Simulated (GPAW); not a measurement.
Runs of GPAW 26.7.0 on MnPt2. It takes space group P-3m1 (No. 164, trigonal). The conventional cell has a = 2.858 Å, b = 2.858 Å, c = 6.533 Å, α = 90.00°, β = 90.00°, γ = 120.00°. Pt (site symmetry 3m) is surrounded by 3 Mn at 2.64 Å and 9 Pt at 2.86 to 2.91 Å. Mn (site symmetry -3m) is surrounded by 6 Pt at 2.64 Å and 6 Mn at 2.86 Å. The cell comes from a database or a generator and needn't be the stable form of this composition.

| task | level | potentials or basis | cell | k mesh | cutoff (eV) | smearing | band path | band points | convergence | supercell | supercell k mesh | mesh quality | gap on the mesh (eV) | pressure (GPa) | moment (μB) | largest force (eV/Å) |
| --- | --- | --- | --- | --- | --- | --- | --- | --- | --- | --- | --- | --- | --- | --- | --- | --- |
| band structure | PBEsol | PAW data sets generated in the run's folder for this functional, pw | as given | 7 × 7 × 3 | 600 | fermi-dirac 0.05 eV | GMKGALHA,LM,KH | 60 | - | - | - | coarse | - | -8.8 | 4.31 | 0.17 |
| single point | LDA | the program's PAW data sets (release 1.2.1) made for this functional, pw | as given | 11 × 11 × 4 | 600 | gaussian 0.02 eV | - | - | - | - | - | not flagged | none | -16.2 | (a) | 0.05 |
| phonons | PBE | GPAW PAW data sets (gpaw-data 1.2.1), pw | relaxed | 8 × 8 × 3 | 510 | fermi-dirac 0.05 eV | - | - | density=1e-06 eigenstates=1e-09 | 1 × 1 × 1 | 8 × 8 × 3 | not flagged | none | 0.0 | (b) | - |
| band structure | LDA | the program's PAW data sets (release 1.2.1) made for this functional, pw | as given | 7 × 7 × 3 | 600 | fermi-dirac 0.05 eV | GMKGALHA,LM,KH | 60 | - | - | - | coarse | - | -16.2 | (c) | 0.01 |

Alike in all rows: spin collinear, ferromagnetic start.

Task: Fill in the values left out.

Result: (a) 4.19; (b) 4.41; (c) 4.03.

Caveats: some runs use coarse meshes; so large a pressure means that the cell lies far from this level's equilibrium, or that cutoff or potentials fall short (some runs); the cutoff is short for stress and forces, so pressures can be off by a GPa or more (some runs).

A k mesh can miss the band edges, and the runs leave out spin-orbit coupling on Pt.

A gap of «none» marks a metal or a gap under the smearing width.

Not every run made on this cell is shown here.
